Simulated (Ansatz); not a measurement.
# CH4Ge (triplet): from Hartree-Fock to the top rungs, cc-pVDZ

The task here is to estimate one member of a computed series from the others.

Method: cc-pVDZ, core rule «outside noble gas», up to 15 orbitals frozen; program: Ansatz 0.2.0, Gaussian basis.

Plan: UHF; CCSD(T) on ROHF; CCSD(T) on UHF; BCCD(T) on ROHF; CISD; CCSDT(Q) on ROHF; CCSDT(Q) on UHF; CASSCF and NEVPT2, 10 electrons in 10 orbitals.

16 further runs of the same task are left out: 5 that didn't finish, 11 set aside as unsound or not needed.

## The system

The geometry is a PBE0/def2-TZVP stationary point (not a proven minimum). No spin-orbit coupling is included. The filled d shell of Ge may be among the frozen orbitals whatever the setting's name suggests; the logs give the count.

6 atoms, charge 0, spin multiplicity 3.

Atoms are counted from 1 here; the program's logs count them from 0.

Bond lengths: Ge1–C2 1.900 Å, Ge1–H3 1.541 Å, Ge1–H4 1.538 Å, Ge1–H5 1.538 Å, C2–H6 1.082 Å. Angles: C2–Ge1–H3 109.8°, C2–Ge1–H4 109.6°, C2–Ge1–H5 109.6°, H3–Ge1–H4 109.4°, H3–Ge1–H5 109.4°, H4–Ge1–H5 109.0°, Ge1–C2–H6 147.0°.

Set-up of the first run:

in.yaml

```yaml
crystal:
  periodic: [false, false, false]
  atoms:
    - {symbol: Ge, position_ang: [0.000000, 0.010692, 0.271396]}
    - {symbol: C, position_ang: [0.000000, -0.110084, -1.624423]}
    - {symbol: H, position_ang: [0.000001, 1.490409, 0.700986]}
    - {symbol: H, position_ang: [1.251558, -0.684470, 0.832348]}
    - {symbol: H, position_ang: [-1.251558, -0.684469, 0.832348]}
    - {symbol: H, position_ang: [0.000000, 0.419749, -2.567788]}
basis:
  gaussian: {orbitals: cc-pVDZ}
magnetization: {spin_polarized: true, initial_magnetization: 2}
hamiltonian: {xc: hf}
output: {orbitals: {seedname: orbitals}}
```

Started as:

```console
> ansatz run in.yaml --threads 1 --pin off --events-out ev --progress --plain --max-ram 2393MiB
```

Among the steps run: UHF; CCSD(T) on ROHF; CCSD(T) on UHF; BCCD(T) on ROHF; CISD; CCSDT(Q) on ROHF; CCSDT(Q) on UHF; CASSCF and NEVPT2, 10 electrons in 10 orbitals.

One table of the session follows, with a row left open; its other results are not shown here.

| method | from UCCSDT(Q) (kJ/mol) |
| --- | --- |
| ROHF | +630.9 |
| UHF | +611.3 |
| RMP2 | +125.9 |
| UMP2 | +124.6 |
| RCCSD | +16.2 |
| UCCSD | ? |
| RCCSD(T) | +3.3 |
| UCCSD(T) | +3.2 |
| BCCD(T) | +3.3 |
| RCCSDT | +0.7 |
| UCCSDT | +0.6 |
| RCCSDT(Q) | +0.1 |
| UCCSDT(Q) | 0 |

Estimate the missing values for UCCSD.

The run gave: from UCCSDT(Q) (kJ/mol): +15.9. In the column «from UCCSDT(Q) (kJ/mol)» it lies between BCCD(T) (+3.3) and RCCSD (+16.2).

Not comparable, so not listed: CISD (they don't share determinant, frozen orbitals or solution with the rows shown, or repeat one).

Caveats from the session: Left out of the table: CASSCF frontier, NEVPT2 frontier (the active space lost an orbital or holds another state than full CI finds). Restricted and unrestricted rows rest on different reference determinants; where their highest levels disagree by more than a few hundredths of an eV, they describe different states and don't form one ladder. Warnings in the runs' records: passed over end.
